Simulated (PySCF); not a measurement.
# RuS2: triplet, from a bent start

Aim: relax RuS2 as a triplet from a bent start, check by its vibrations whether the end is a minimum, and collect its spectrum and constants.

The runs use PySCF 2.14.0; PBE0, basis Ru def2-SVP with ECP28, S def2-SVP, scalar-relativistic core potentials, no spin–orbit coupling, density fitting.

**1. Starting geometry**

3 atoms, charge 0, spin multiplicity 3.

Bond lengths: Ru1–S2 2.080 Å, Ru1–S3 2.080 Å. Angles: S2–Ru1–S3 110.0°.

```xyz
3
charge 0 multiplicity 3
Ru    0.0000    0.0000   -0.4600
S     1.7038    0.0000    0.7330
S    -1.7038    0.0000    0.7330
```

**2. Relaxation: bent start, triplet**

The steps below are one call of a driver around PySCF. For each, scf.py gives the equivalent set-up of the SCF; relaxations use the driver's own optimiser. Before each start the driver seeks the lowest SCF state from one or more starting densities and follows internal instabilities, so scf.py alone need not reach the same state.

The program finds C2v symmetry in the start, which this walk keeps. Threshold on the gradient: 0.0003 Eh/bohr, with a further test on the energy change.

Input file scf.py:

```python
from pyscf import gto, scf, dft
mol = gto.M(atom='''
Ru     0.000000     0.000000    -0.459970
S      1.703800    -0.000000     0.733030
S     -1.703800     0.000000     0.733030''',
    basis={'Ru': 'def2-SVP', 'S': 'def2-SVP'},
    ecp={'Ru': 'def2-SVP'},
    charge=0, spin=2)
mf = dft.UKS(mol, xc='PBE0')
mf.grids.atom_grid = (50, 194)
aux = {'Ru': 'def2-universal-JKFIT', 'S': 'def2-universal-JKFIT'}
mf = mf.density_fit(auxbasis=aux)
mf.kernel()
```

Steps of the walk:

```
step  energy (Eh)  change (kJ/mol)  largest symmetric gradient (Eh/bohr)
   0  -890.716258             0.00                               0.02767
   1  -890.718330            -5.44                               0.00430
   2  -890.718752            -6.55                               0.00319
   3  -890.718949            -7.06                               0.00049
   4  -890.718954            -7.08                               0.00003
```

The walk took 4.8 s on 4 threads, shared host.

Geometry (Å) and forces (eV/Å) at some steps:

```
step 0
Ru   0.000   0.000  -0.460   0.001   0.000   1.423
S    1.704   0.000   0.733  -0.523   0.000  -0.712
S   -1.704   0.000   0.733   0.522   0.000  -0.711
step 1
Ru   0.000   0.000  -0.411   0.000   0.000   0.221
S    1.714   0.000   0.709   0.135   0.000  -0.111
S   -1.714   0.000   0.709  -0.135   0.000  -0.111
step 2
Ru   0.000   0.000  -0.383   0.000   0.000  -0.009
S    1.738   0.000   0.695   0.164   0.000   0.005
S   -1.738   0.000   0.695  -0.164   0.000   0.005
step 3
Ru   0.000   0.000  -0.357   0.000   0.000  -0.006
S    1.768   0.000   0.681   0.025   0.000   0.003
S   -1.768   0.000   0.681  -0.025   0.000   0.003
step 4
Ru   0.000   0.000  -0.353   0.004   0.000   0.002
S    1.772   0.000   0.680  -0.002   0.000  -0.002
S   -1.772   0.000   0.680  -0.002   0.000   0.001
```

It settles in C2v symmetry, 7.1 kJ/mol below the start, after 4 steps: Ru–S 2.051 Å (×2); S–Ru–S 119.6°.

**3. Is it a minimum? Harmonic modes**

On the finer grid the gradient is checked again; gradients at displacements of ±0.01 bohr then give force constants and infrared intensities.

scf.py: that of step 2 with these lines changed.

```diff
@@ -3,3 +3,3 @@
-Ru     0.000000     0.000000    -0.459970
-S      1.703800    -0.000000     0.733030
-S     -1.703800     0.000000     0.733030''',
+Ru    -0.000000     0.000000    -0.398307
+S      1.771992    -0.000000     0.634541
+S     -1.771992     0.000000     0.634541''',
@@ -10 +10 @@
-mf.grids.atom_grid = (50, 194)
+mf.grids.atom_grid = (75, 302)
```

This SCF starts from the last density.

Log of the central SCF (cycles and frontier levels):

```text
init E= -890.719025462778
[... the frontier-level lines of each cycle are left out ...]
cycle= 1 E= -890.719025460946  delta_E= 1.83e-09  |g|= 5.42e-05  |ddm|= 8.48e-05
cycle= 2 E= -890.719025434497  delta_E= 2.64e-08  |g|= 0.000199  |ddm|= 0.000299
cycle= 3 E= -890.719025463126  delta_E= -2.86e-08  |g|= 3.52e-06  |ddm|= 0.000235
cycle= 4 E= -890.719025463137  delta_E= -1.14e-11  |g|= 3.56e-06  |ddm|= 6.78e-06
Extra cycle  E= -890.719025463099  delta_E= 3.8e-11  |g|= 1.26e-05  |ddm|= 1.74e-05
converged SCF energy = -890.719025463099  <S^2> = 2.0169591  2S+1 = 3.0112849
```

The whole step took 13 s.

Geometry: C2v; Ru–S 2.051 Å (×2); S–Ru–S 119.5°.

Modes, for the most abundant isotopes:

```json
{"symmetry": "a1", "ω (cm⁻¹)": "127", "IR (km/mol)": "0.6", "μ (u)": "38.04", "type": "bend"}
{"symmetry": "a1", "ω (cm⁻¹)": "542", "IR (km/mol)": "11.1", "μ (u)": "35.72", "type": "stretch"}
{"symmetry": "b2", "ω (cm⁻¹)": "569", "IR (km/mol)": "72.0", "μ (u)": "40.93", "type": "stretch"}
```

Every mode is real; the point is a minimum.

Properties at this point:

| Item | Value |
| --- | --- |
| Dipole moment | 1.71 D |
| Highest occupied level | -6.95 eV |
| Lowest empty level | -4.39 eV |
| Rotational constants | 0.4022, 0.08396, 0.06946 cm⁻¹ |
| Zero-point energy | 7.4 kJ/mol |
| Principal polarisabilities | 48.7, 56.6, 110.3 bohr³ |
| Atomisation energy without zero-point energy | 716 kJ/mol |
| Principal traceless quadrupole moments about the centre of mass | -0.98, -0.88, 1.86 D Å |
| Entropy at 298.15 K and 1 bar (electronic part: spin only) | 301.9 J/(mol K) |
| Heat capacity Cp at 298.15 K | 50.8 J/(mol K) |
| Enthalpy at 298.15 K above 0 K | 12.69 kJ/mol |
| Rotational symmetry number | 2 |
| Spin squared ⟨S²⟩ | 2.017 |

Populations by atom (charges in e):

```
atom  Mulliken  Löwdin  polar tensor  spin (Mulliken)  Mayer order to Ru1
 Ru1      0.14   -0.67          0.83             1.67                   –
S2,3     -0.07    0.33         -0.42             0.16                2.15
```

Mulliken populations on Ru1 (outside its core potential): s 2.58, p 6.49, d 6.78, f 0.01.

**4. Summary of results**

```
                                          quantity                             value
                                           minimum                      triplet, C2v
                                          geometry  Ru–S 2.051 Å (×2); S–Ru–S 119.5°
                                wavenumbers (cm⁻¹)      127 (a1), 542 (a1), 569 (b2)
                                     dipole moment                            1.71 D
highest occupied, lowest empty level (either spin)                   -6.95, -4.39 eV
                        polar-tensor charge of Ru1                           +0.83 e
                                 zero-point energy                        7.4 kJ/mol
                               entropy at 298.15 K                   301.9 J/(mol K)
         atomisation energy (no zero-point energy)                        716 kJ/mol
                                              ⟨S²⟩                             2.017
```

The molecule stays C2v, as typed, and the end point is a minimum. The strongest infrared band lies at 569 cm⁻¹ (b2, stretch). Most of the spin sits on Ru1 (Mulliken spin 1.67, against 2 for the whole molecule). Other starts or spin states, not run here, may lie lower. Open d and f shells are described by one determinant, and the ground state may have another occupation or spin.

The search up to here took 25 s.
